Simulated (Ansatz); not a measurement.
# GeH₆OSSi: one species, many methods

An exercise on one series of results from a longer session: the logs are not shown, and one member is left open.

Computed with Ansatz 0.2.0, Gaussian basis. Level: functionals in def2-TZVPP, the program's frozen cores in correlated methods.

The runs, in order: PBE-D4, r2SCAN-D4, PBE0-D4, B3LYP-D4, ωB97X-V, ωB97M-V, B2PLYP; CCSD(T)/def2-TZVPP; MP2/def2-QZVPP; extrapolation to the limit.

## The relaxed structure

All runs share one geometry, relaxed beforehand with PBE0-D4 in a triple-zeta def2 set.

SMILES `O[SiH2][S][GeH3]`, 10 atoms, charge 0, spin multiplicity 1.

Atoms are counted from 1 here; the program's logs count them from 0.

Bond lengths: O1–Si2 1.648 Å, O1–H5 0.959 Å, Si2–S3 2.115 Å, Si2–H6 1.488 Å, Si2–H7 1.483 Å, S3–Ge4 2.231 Å, Ge4–H8 1.534 Å, Ge4–H9 1.537 Å, Ge4–H10 1.533 Å. Angles: Si2–O1–H5 116.8°, O1–Si2–S3 109.1°, O1–Si2–H6 108.4°, O1–Si2–H7 112.1°, S3–Si2–H6 111.6°, S3–Si2–H7 105.7°, H6–Si2–H7 110.0°, Si2–S3–Ge4 97.1°, S3–Ge4–H8 106.0°, S3–Ge4–H9 108.9°, S3–Ge4–H10 110.1°, H8–Ge4–H9 110.7°, H8–Ge4–H10 110.6°, H9–Ge4–H10 110.5°.

The first run:

The input, in.yaml:

```yaml
crystal:
  periodic: [false, false, false]
  atoms:
    - {symbol: O, position_ang: [-0.083484, 1.219646, 1.392688]}
    - {symbol: Si, position_ang: [0.020928, -0.424830, 1.426170]}
    - {symbol: S, position_ang: [1.303998, -1.068911, -0.126583]}
    - {symbol: Ge, position_ang: [0.266148, -0.015249, -1.796742]}
    - {symbol: H, position_ang: [-0.920806, 1.605577, 1.654796]}
    - {symbol: H, position_ang: [-1.348900, -0.985732, 1.271793]}
    - {symbol: H, position_ang: [0.633982, -0.919273, 2.683048]}
    - {symbol: H, position_ang: [0.572128, -0.825555, -3.063085]}
    - {symbol: H, position_ang: [-1.244646, -0.001203, -1.513765]}
    - {symbol: H, position_ang: [0.800653, 1.415531, -1.928311]}
basis:
  gaussian: {orbitals: def2-TZVPP}
hamiltonian: {xc: pbe, dispersion: d4}
output: {forces: true, orbitals: {seedname: orbitals}}
```

On the command line:

```sh
> ansatz run in.yaml --threads 2 --pin off --events-out ev --progress --plain --max-ram 22528MiB --backend cpu
```

Steps of the session up to this table: PBE-D4 (GGA); r2SCAN-D4 (meta-GGA); PBE0-D4 (hybrid); B3LYP-D4 (hybrid); ωB97X-V (range-separated); ωB97M-V (range-separated); B2PLYP (double hybrid); CCSD(T) in def2-TZVPP; MP2 in def2-QZVPP.

One of the session's tables, all rows but one given; the rest of the session is left out.

| method | atomisation energy (kJ/mol) |
| --- | --- |
| PBE-D4 | 3089.1 |
| r2SCAN-D4 | 3108.7 |
| PBE0-D4 | 3058.8 |
| B3LYP-D4 | 3078.4 |
| ωB97X-V | 3128.0 |
| ωB97M-V | 3104.4 |
| B2PLYP | 3048.3 |
| HF/def2-TZVPP | 2244.7 |
| MP2/def2-TZVPP | 3053.7 |
| CCSD/def2-TZVPP | 2993.9 |
| CCSD(T)/def2-TZVPP | 3036.2 |
| MP2/CBS | ? |
| CCSD(T)/CBS | 3121.9 |

Q: Estimate the row for MP2/CBS from the others.

**Answer.** atomisation energy (kJ/mol): 3139.4. In the column «atomisation energy (kJ/mol)» it is the highest.

Caveats from the session: Free atoms (1 O, 1 Si, 1 S, 1 Ge, 6 H) were run apart at each level; the atomisation energy is their sum less the molecule, without zero-point or spin-orbit terms.
